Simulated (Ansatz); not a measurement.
# H: the cost of one run

Program: Ansatz 0.2.0. Level of theory: DFT PBEsol, scalar-relativistic, plane waves, PAW. These are calculated values, not measurements.

## (1) Starting point

The structure is orthorhombic, space group Cmcm (No. 63). The conventional cell has a = 3.297 Å, b = 5.463 Å, c = 6.314 Å, α = 90.00°, β = 90.00°, γ = 90.00°. H (site symmetry m) is surrounded by 1 H at 0.74 Å.

As a file:

```cif
data_structure
_symmetry_space_group_name_H-M 'P 1'
_symmetry_Int_Tables_number 1
_cell_length_a 3.1906
_cell_length_b 3.1906
_cell_length_c 6.3138
_cell_angle_alpha 90.000
_cell_angle_beta 90.000
_cell_angle_gamma 117.779
_cell_volume 56.87
loop_
_atom_site_label
_atom_site_type_symbol
_atom_site_fract_x
_atom_site_fract_y
_atom_site_fract_z
_atom_site_occupancy
H1 H 0.56781 0.43219 0.99951 1
H2 H 0.43219 0.56781 0.00049 1
H3 H 0.43219 0.56781 0.49951 1
H4 H 0.56781 0.43219 0.50049 1
```

The structure comes from the Materials Project (structure only).

## (2) A change within the space group

What differs from the listed cell: strain xx, yy, zz, yz, xz, xy = -8.6, +0.9, +0.0, +0.0, +0.0, +0.0 %; atoms moved by 0.15 Å root mean square, at most 0.15 Å.

input.yaml reads:

```yaml
crystal:
  lattice:
    - [1.5073680768, -2.7558636708, 0.0]
    - [1.5073680768, 2.7558636708, 0.0]
    - [0.0, 0.0, 6.3130741055]
  atoms:
    - { symbol: H, position: [0.5546204706, 0.4453795294, 0.9786775911] }
    - { symbol: H, position: [0.4453795294, 0.5546204706, 0.0213224089] }
    - { symbol: H, position: [0.4453795294, 0.5546204706, 0.4786775911] }
    - { symbol: H, position: [0.5546204706, 0.4453795294, 0.5213224089] }
basis:
  ecutwfc: 420
kpoints:
  mp_grid: { grid: [8, 8, 4] }
hamiltonian:
  xc: pbesol
scf:
  occupations: { method: gaussian, width: 0.02 }
output:
  forces: true
  stress: true
  eigenvalues: true
  populations: true
```

The run is started by

```bash
ansatz run input.yaml --threads 1 --pin off --max-ram 1331MiB --backend cpu --events-out ev --progress --plain --runs-dir out
```

Q: Estimate wall time and peak memory on 1 thread of an Arm CPU, shared host.

About 1.7 s, with a peak of 0.27 GiB.
